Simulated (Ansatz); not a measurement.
Which YAML input does this script hand to the engine? (Ansatz's Python interface)

Script `dfpt_al.py`:
```python
# -*- coding: utf-8 -*-
"""DFPT phonons of Al."""

from pathlib import Path
import logging
import sys

import ansatz as az
from ase import Atoms
import numpy as np

logging.basicConfig(stream=sys.stdout, format="%(levelname)s:%(name)s:%(message)s")
logger = logging.getLogger("al")
logger.setLevel(logging.INFO)

atoms = Atoms(
    ["Al"],
    scaled_positions=[
        [0.0, 0.0, 0.0],
    ],
    cell=[
        [-1.591219, 1.591219, 1.591219],
        [1.591219, -1.591219, 1.591219],
        [1.591219, 1.591219, -1.591219],
    ],
    pbc=True,
)
crystal = az.Crystal.from_ase(atoms)

model = (
    crystal.calculation()
    .basis(420)
    .functional("PBEsol")
    .occupations("Methfessel-Paxton", width=0.1)
    .kpoints(14, 14, 14)
    .phonons("dfpt", points=[(0, 0, 0), (0.5, 0, 0.5)])
)
res = model.run(threads=1, runs_dir="runs")
ph = res.phonons

for q in ph.qpoints:
    print("q =", np.round(q.q_frac, 3), "1/cm:", " ".join(f"{w:.1f}" for w in q.omega_inv_cm))
```

`python dfpt_al.py` gives:
```text
RunWarning: eigensolver did not converge (k=1): 1 band(s) unlocked after 20 sweeps at ethr=1.00e-12 eV (lowest unlocked band 5, counted from 0; max residual 1.35e-2 eV among the unlocked bands, 1.35e-2 eV over every band); it also stands for any lines of this [...]
q = [0. 0. 0.] 1/cm: 0.0 0.0 0.0
q = [0.5 0.  0.5] 1/cm: -110.0 218.7 295.4
```
(Warnings from the package without file and line, shortened.)

`input.yaml`:
```yaml
crystal:
  lattice:
    - [-1.591219, 1.591219, 1.591219]
    - [1.591219, -1.591219, 1.591219]
    - [1.591219, 1.591219, -1.591219]
  atoms:
    - { symbol: Al, position: [0.0, 0.0, 0.0] }
basis:
  ecutwfc: 420.0
kpoints:
  mp_grid:
    grid: [14, 14, 14]
hamiltonian:
  xc: pbesol
scf:
  occupations:
    method: methfessel_paxton
    width: 0.1
phonons:
  method: dfpt
  qpoints:
    - [0.0, 0.0, 0.0]
    - [0.5, 0.0, 0.5]
```

Reading the output:
- The cell isn't relaxed first, so the values belong to this volume.
- A negative frequency stands for an imaginary mode.
- This isn't the structure that Al takes at ambient conditions.
- The structure is taken as given; imaginary modes can come from an unrelaxed or unstable start. Phonons of metals also depend on mesh and smearing.
- The whole script took 13 s on 1 thread of Intel(R) Xeon(R) Platinum 8259CL CPU @ 2.50GHz (Skylake/Cascade Lake) (shared host), peak memory 0.55 GiB.
